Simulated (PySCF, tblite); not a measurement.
# C₇H₁₃NOSi: geometry, infrared bands and NMR shifts

What infrared bands and NMR shifts should C₇H₁₃NOSi (`C[SiH2]CC(=O)NC1=CCC1`) show?

The runs use tblite 0.8.0 and PySCF 2.14.0, with density-fitted response routines of our own; the level of theory stands in each step. All values are computed, except where a source is named. Atoms count from 0, in the outputs and in this text.

## (1) The molecule as given

23 atoms, charge 0, multiplicity 1; geometry from: force field or distance geometry start.

Bonds of the start (Å): C0–Si1 1.88, Si1–C2 1.85, C2–C3 1.47, C3–O4 1.26, C3–N5 1.42, N5–C6 1.45, C6–C7 1.31, C7–C8 1.48, C8–C9 1.52, C9–C6 1.47, C0–H10 1.13, C0–H11 1.10, C0–H12 1.12, Si1–H13 1.48, Si1–H14 1.46, C2–H15 1.11, C2–H16 1.14, N5–H17 1.06, C7–H18 1.09, C8–H19 1.12, C8–H20 1.10, C9–H21 1.12, C9–H22 1.12.

## (2) Geometry optimisation with GFN2-xTB

The job: settings as JSON, then the geometry in Å.

```
{"job": {"kind": "relax", "xc": "GFN2-xTB", "basis": "xTB"}, "charge": 0, "multiplicity": 1}
C     -3.522900    -0.655200     0.815900
Si    -2.573700     0.955300     0.644400
C     -1.712900     0.914600    -0.996200
C     -0.377800     0.314700    -0.928200
O     -0.075100    -0.658600    -1.670200
N      0.609300     0.765300    -0.009500
C      1.919000     0.151500     0.045400
C      3.176600     0.506800    -0.091400
C      3.781700    -0.820800     0.152600
C      2.330100    -1.245400     0.275700
H     -4.170000    -0.813100    -0.092200
H     -2.827200    -1.493900     0.956600
H     -4.225700    -0.578400     1.684800
H     -3.585800     2.032700     0.650600
H     -1.568300     1.106400     1.690200
H     -2.335200     0.278700    -1.661100
H     -1.673500     1.975500    -1.407600
H      0.440600     1.566000     0.661900
H      3.622300     1.470800    -0.319900
H      4.354700    -0.886500     1.116600
H      4.271000    -1.271900    -0.729000
H      1.966700    -1.919700    -0.537100
H      2.171500    -1.667700     1.303600
```

The run is started by

```bash
$ OMP_NUM_THREADS=1 python probes_run.py task.json out
```

The driver reads the jobs from task.json and runs them one after another.

**Question.** This job is followed by: GFN2-xTB harmonic vibrations, gas phase; GIAO PBE0/pcSseg-1 NMR shielding, non-relativistic, gas phase. What will the session give for the following? strongest single infrared mode (GFN2-xTB); zero-point energy (GFN2-xTB); 13C shifts against TMS (PBE0/pcSseg-1); 1H shifts against TMS (PBE0/pcSseg-1, means over atoms taken as alike); 29Si shifts against TMS (PBE0/pcSseg-1); 17O shifts against H2O (PBE0/pcSseg-1); 15N shifts against NH3 (PBE0/pcSseg-1); surface potential, 1st and 99th percentile.

**Answer**, as computed:

| quantity | value |
| --- | --- |
| strongest single infrared mode (GFN2-xTB) | 1369 cm⁻¹, 555 km/mol |
| zero-point energy (GFN2-xTB) | 114.2 kcal/mol |
| 13C shifts against TMS (PBE0/pcSseg-1) | 170.9, 146.6, 106.2, 34.9, 27.6, 26.4, -8.5 ppm |
| 1H shifts against TMS (PBE0/pcSseg-1, means over atoms taken as alike) | 6.24, 4.88, 4.28, 3.23, 2.40, 1.66, 0.35 ppm |
| 29Si shifts against TMS (PBE0/pcSseg-1) | -39.6 ppm |
| 17O shifts against H2O (PBE0/pcSseg-1) | 433.9 ppm |
| 15N shifts against NH3 (PBE0/pcSseg-1) | 161.9 ppm |
| surface potential, 1st and 99th percentile | -1.82 V and 2.03 V |

Relaxing lowered the energy by 1.127 eV in 173 steps; the close pair that moved most is N5–C6, from 1.447 to 1.380 Å. No mode is imaginary among the 63: a minimum at this level. GFN2-xTB is a fitted tight-binding method: band positions and strengths are rough. Its intensities can rank the bands wrongly. At PBE0/pcSseg-1: Shielding is most anisotropic at O4 (span 783 ppm, paramagnetic term -504 ppm).
